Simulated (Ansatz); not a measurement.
# C2H10BN3: up Jacob's ladder to CCSD(T)

One table from this session's results is given with a row withheld; the runs are named, their logs left out.

The runs use Ansatz 0.2.0, Gaussian basis; functionals in def2-TZVPP, the program's frozen cores in correlated methods.

Plan: LDA (SPW92), PBE-D4, revPBE-D4, BLYP-D4, r2SCAN-D4, B97M-V, PBE0-D4, B3LYP-D4, r2SCANh-D4, r2SCAN0-D4, HSE06-D4, BHLYP-D4, CAM-B3LYP-D4, LC-ωPBE, ωB97X-V, ωB97M-V, B2PLYP, PBE-QIDH; CCSD(T)/def2-SVP; CCSD(T)/def2-TZVPP; MP2/def2-QZVPP; extrapolation to the limit; RPA on PBE.

**The relaxed structure**

All runs share one geometry, relaxed beforehand with PBE0-D4 in a triple-zeta def2 set.

SMILES `CN(C)B(N)N`, 16 atoms, charge 0, spin multiplicity 1.

Atoms are counted from 1 here; the program's logs count them from 0.

Bond lengths: C1–N2 1.436 Å, C1–H7 1.099 Å, C1–H8 1.090 Å, C1–H9 1.100 Å, N2–C3 1.436 Å, N2–B4 1.430 Å, C3–H10 1.090 Å, C3–H11 1.099 Å, C3–H12 1.100 Å, B4–N5 1.430 Å, B4–N6 1.430 Å, N5–H13 1.003 Å, N5–H14 1.003 Å, N6–H15 1.003 Å, N6–H16 1.003 Å. Angles: N2–C1–H7 110.9°, N2–C1–H8 110.8°, N2–C1–H9 112.4°, H7–C1–H8 107.1°, H7–C1–H9 107.0°, H8–C1–H9 108.5°, C1–N2–C3 113.3°, C1–N2–B4 123.3°, C3–N2–B4 123.3°, N2–C3–H10 110.8°, N2–C3–H11 110.9°, N2–C3–H12 112.4°, H10–C3–H11 107.1°, H10–C3–H12 108.5°, H11–C3–H12 107.0°, N2–B4–N5 120.4°, N2–B4–N6 120.4°, N5–B4–N6 119.3° and more.

The first run:

The input, in.yaml:

```yaml
crystal:
  periodic: [false, false, false]
  atoms:
    - {symbol: C, position_ang: [-0.105930, -0.863635, 1.529637]}
    - {symbol: N, position_ang: [0.300599, -0.270627, 0.286655]}
    - {symbol: C, position_ang: [1.672738, -0.531874, -0.046053]}
    - {symbol: B, position_ang: [-0.573404, 0.505909, -0.536069]}
    - {symbol: N, position_ang: [-0.199853, 0.837982, -1.875762]}
    - {symbol: N, position_ang: [-1.831255, 0.958614, -0.028691]}
    - {symbol: H, position_ang: [0.165677, -1.927574, 1.563339]}
    - {symbol: H, position_ang: [-1.187827, -0.805716, 1.649977]}
    - {symbol: H, position_ang: [0.367974, -0.382390, 2.398337]}
    - {symbol: H, position_ang: [1.990138, 0.083088, -0.888308]}
    - {symbol: H, position_ang: [2.333587, -0.289294, 0.797419]}
    - {symbol: H, position_ang: [1.848279, -1.588041, -0.299765]}
    - {symbol: H, position_ang: [0.466907, 0.303577, -2.400474]}
    - {symbol: H, position_ang: [-0.778585, 1.417654, -2.454798]}
    - {symbol: H, position_ang: [-2.013969, 1.063072, 0.951707]}
    - {symbol: H, position_ang: [-2.477877, 1.466756, -0.603047]}
basis:
  gaussian: {orbitals: def2-TZVPP}
hamiltonian: {xc: lda}
output: {orbitals: {seedname: orbitals}}
```

On the command line:

```console
$ ansatz run in.yaml --threads 4 --pin off --events-out ev --progress --plain --max-ram 11315MiB
```

Steps of the session up to this table: LDA; PBE-D4 (GGA); revPBE-D4 (GGA); BLYP-D4 (GGA); r2SCAN-D4 (meta-GGA); B97M-V (meta-GGA); B3LYP-D4 (hybrid); r2SCANh-D4 (hybrid); r2SCAN0-D4 (hybrid); HSE06-D4 (hybrid); BHLYP-D4 (hybrid); CAM-B3LYP-D4 (range-separated); LC-ωPBE (range-separated); ωB97X-V (range-separated); ωB97M-V (range-separated); B2PLYP (double hybrid); PBE-QIDH (double hybrid).

One table of the session follows, with a row left open; its other results are not shown here.

It belongs to the step «Frontier levels by functional». 

```
  functional  HOMO (eV)  LUMO (eV)  gap (eV)
 LDA (SPW92)      -4.67      -0.03      4.64
      PBE-D4      -4.55       0.12      4.67
   revPBE-D4      -4.50       0.20      4.70
     BLYP-D4      -4.44       0.10      4.54
   r2SCAN-D4      -4.78       0.84      5.62
      B97M-V      -4.92       0.27      5.19
     PBE0-D4      -5.86       0.91      6.77
    B3LYP-D4      -5.65       0.57      6.22
  r2SCANh-D4      -5.28       1.06      6.34
  r2SCAN0-D4      -6.03       1.38      7.41
    HSE06-D4      -5.46       0.55      6.01
    BHLYP-D4          ?          ?         ?
CAM-B3LYP-D4      -7.24       1.64      8.87
     LC-ωPBE      -8.56       2.94     11.50
     ωB97X-V      -8.24       2.71     10.94
     ωB97M-V      -8.16       2.23     10.40
```

Estimate the missing values for BHLYP-D4.

Worked estimate for «HOMO (eV)». Against the share of exact exchange, BLYP-D4 (0, -4.44), B3LYP-D4 (0.2, -5.65) give a slope of -6.05 per unit share; at 0.5 the line stands at -7.46.

As computed: HOMO (eV): -7.12; LUMO (eV): 1.48; gap (eV): 8.60. In «HOMO (eV)» the line misses by -0.34.
